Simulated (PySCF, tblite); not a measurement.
# C₆H₃F₂O radical: geometry, infrared bands and EPR parameters

What infrared bands and EPR parameters should C₆H₃F₂O radical (`[O]c1cc(F)ccc1F`) show?

Programs: tblite 0.8.0 and PySCF 2.14.0, with density-fitted response routines of our own. Each step states its level of theory. These are calculated values for one molecule in the gas phase, unless marked as measured. Atoms count from 0, in the outputs and in this text.

## Step 1: The starting structure

12 atoms, charge 0, multiplicity 2; geometry from: force field or distance geometry start.

Bonds of the start (Å): O0–C1 1.29, C1–C2 1.40, C2–C3 1.41, C3–F4 1.35, C3–C5 1.38, C5–C6 1.39, C6–C7 1.41, C7–F8 1.34, C7–C1 1.42, C2–H9 1.09, C5–H10 1.08, C6–H11 1.08.

## Step 2: Relaxing the molecule with GFN2-xTB

Job settings and geometry (Å):

```
{"job": {"kind": "relax", "xc": "GFN2-xTB", "basis": "xTB"}, "charge": 0, "multiplicity": 2}
O      2.414100    -1.283600     0.005300
C      1.280400    -0.662200    -0.007200
C      0.069200    -1.370900    -0.004400
C     -1.182200    -0.718000    -0.020500
F     -2.308500    -1.456700    -0.014400
C     -1.276400     0.656300    -0.008700
C     -0.096800     1.399800     0.000400
C      1.149800     0.747900     0.012600
F      2.240100     1.528900     0.019500
H      0.075000    -2.456400    -0.008300
H     -2.243000     1.137600    -0.011100
H     -0.120600     2.476600     0.010800
```

Started as:

```bash
> OMP_NUM_THREADS=1 python probes_run.py task.json out
```

This one command runs all jobs of the session in turn.

**Question.** This job is followed by: GFN2-xTB harmonic vibrations, gas phase; UKS B3LYP, pcH-1 on C F H O, non-relativistic, mean-field spin-orbit, GIAO. Predict these results of the whole session: strongest single infrared mode (GFN2-xTB); zero-point energy (GFN2-xTB); g(iso) (B3LYP); ⟨S²⟩; largest a(iso); potential on the surface of density 0.002 e/bohr³, 1st and 99th percentile.

As calculated:

| quantity | value |
| --- | --- |
| strongest single infrared mode (GFN2-xTB) | 1550 cm⁻¹, 159 km/mol |
| zero-point energy (GFN2-xTB) | 45.6 kcal/mol |
| g(iso) (B3LYP) | 2.00565 |
| ⟨S²⟩ | 0.783 (exact 0.75) |
| largest a(iso) | 19F on F8, 60.5 MHz |
| potential on the surface of density 0.002 e/bohr³, 1st and 99th percentile | -1.60 V and 1.60 V |

**Reading.** The optimisation took 14 steps and gained 0.246 eV; among the close pairs (by a distance rule), O0–C1 changed most, from 1.293 to 1.228 Å. No mode is imaginary among the 30: a minimum at this level. The strongest single mode, at 1550 cm⁻¹, is spread over several atoms, C1, C2, C3, O0 among them. Unscaled tight-binding wavenumbers are off by several per cent, some by more. Its intensities can rank the bands wrongly. The largest spin populations lie on C5 (0.41 e), O0 (0.38 e), C7 (0.34 e). The isotropic g lies 3.3 ppt above the free-electron value. The conformer search found further structures of the same energy, which may be mirror or relabelled copies of this one.
